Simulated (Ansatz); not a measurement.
NiMoIrPdW, 10 atoms in the cell. It takes space group P-3m1 (No. 164, trigonal). Conventional cell: a = 2.771 Å, b = 2.771 Å, c = 22.020 Å, α = 90.00°, β = 90.00°, γ = 120.00°. Around Ni (site symmetry 3m) lie 3 Mo at 2.55 Å and 3 Pd at 2.65 Å and 6 Ni at 2.77 Å. Mo (site symmetry 3m) has 3 Ni at 2.55 Å and 3 Ir at 2.76 Å and 6 Mo at 2.77 Å as nearest neighbours. Pd (site symmetry 3m) is surrounded by 3 Ni at 2.65 Å and 9 Pd at 2.77 to 2.84 Å. Ir (site symmetry 3m) has 3 Mo at 2.76 Å and 3 W at 2.77 Å and 6 Ir at 2.77 Å as nearest neighbours. Around W (site symmetry 3m) lie 3 Ir at 2.77 Å and 9 W at 2.77 to 2.93 Å. The cell was built by a generator and needn't be a form met in nature.

| Property | Result |
| --- | --- |
| Program | Ansatz 0.2.0 |
| Task | relaxation of cell and atoms |
| Functional | PBE |
| Dispersion | D3(BJ) |
| Potentials or basis | Ansatz PAW |
| Cutoff | 420 eV (not typed: the program's choice for these potentials) |
| k mesh | 8 × 8 × 1 |
| Occupations | fermi-dirac, width 0.05 eV |
| Spin | collinear spin, ferromagnetic start |
| Starting moments | [1.0, 1.0, 1.0, 1.0, 0.0, 0.0, 0.6, 0.6, 0.0, 0.0] μB |

Potentials or basis: Ansatz PAW.

Run with:

```console
$ ansatz run input.yaml --threads 8 --pin off --max-ram 20480MiB --backend cpu --events-out ev --progress --plain --runs-dir out
```

Hardware: 8 threads of Arm Neoverse V2, on a shared host.

How long does it take, and how much memory?

Run time: 29 s on 8 threads of Arm Neoverse V2, on a shared host, peak memory 1.1 GiB. Counts: scf iterations 111, plane waves 2791, k points 10, bands 101, ion steps 6.
